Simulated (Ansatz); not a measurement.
# C₂H₂OTe (SMILES C#CO[TeH]): one structure at several levels

The task here is to estimate one member of a computed series from the others.

Program: Ansatz 0.2.0, Gaussian basis. Level of theory: single points in def2-TZVPP. These are calculated values, not measurements.

Correlated methods freeze the cores. Filled d shells of the heavier atoms are correlated. Core potentials replace the inner electrons past krypton, and spin-orbit coupling is left out.

## Starting geometry

SMILES `C#CO[TeH]`, 6 atoms, charge 0, spin multiplicity 1.

Atoms are counted from 1 here; the program's logs count them from 0.

Bond lengths: C1–C2 1.256 Å, C1–H5 0.997 Å, C2–O3 1.383 Å, O3–Te4 2.107 Å, Te4–H6 1.780 Å. Angles: C2–C1–H5 168.7°, C1–C2–O3 172.0°, C2–O3–Te4 120.1°, O3–Te4–H6 87.1°.

As a file:

```mol
C2H2OTe
  3D, bonds by distance, orders not assigned

  6  5  0  0  0  0  0  0  0  0999 V2000
    1.8689    0.1637   -0.1252 C   0  0
    0.7461   -0.2729    0.2310 C   0  0
   -0.4708   -0.6381    0.7764 O   0  0
   -2.2065   -0.6459   -0.4185 Te  0  0
    2.8158    0.3218   -0.3926 H   0  0
   -2.4497    1.0448    0.0820 H   0  0
  1  2  8  0
  1  5  8  0
  2  3  8  0
  3  4  8  0
  4  6  8  0
M  END
```

Set-up of the first run:

Input file run/in.yaml:

```yaml
crystal:
  periodic: [false, false, false]
  atoms:
    - {symbol: C, position_ang: [1.868900, 0.163700, -0.125200]}
    - {symbol: C, position_ang: [0.746100, -0.272900, 0.231000]}
    - {symbol: O, position_ang: [-0.470800, -0.638100, 0.776400]}
    - {symbol: Te, position_ang: [-2.206500, -0.645900, -0.418500]}
    - {symbol: H, position_ang: [2.815800, 0.321800, -0.392600]}
    - {symbol: H, position_ang: [-2.449700, 1.044800, 0.082000]}
basis:
  gaussian: {orbitals: def2-TZVPP}
correlation: {method: ccsd_t}
output: {forces: true}
```

No record of the launch command was kept for these runs.

Steps of the session up to this table: CCSD(T)/def2-TZVPP; PBE0-D4/def2-TZVPP; wB97M-V/def2-TZVPP; r2SCAN-D4/def2-TZVPP; PBE-D4/def2-TZVPP; CAM-B3LYP-D4/def2-TZVPP; BLYP-D4/def2-TZVPP.

One table of the session follows, with a row left open; its other results are not shown here.

| method | RMS force component (eV/Å) | angle to CCSD(T) forces (°) | dipole (D) |
| --- | --- | --- | --- |
| CCSD(T) | 2.062 | reference | 2.56 |
| PBE0-D4 | 2.373 | 6.4 | 2.49 |
| wB97M-V | 2.403 | 7.1 | 2.84 |
| r2SCAN-D4 | 2.242 | 7.9 | 2.23 |
| PBE-D4 | 2.092 | 10.8 | 2.14 |
| CAM-B3LYP-D4 | ? | ? | ? |
| BLYP-D4 | 2.037 | 11.5 | 2.17 |

Estimate the missing values for CAM-B3LYP-D4.

The run gave: RMS force component (eV/Å): 2.481; angle to CCSD(T) forces (°): 8.0; dipole (D): 2.77. In the column «RMS force component (eV/Å)» it is the highest.
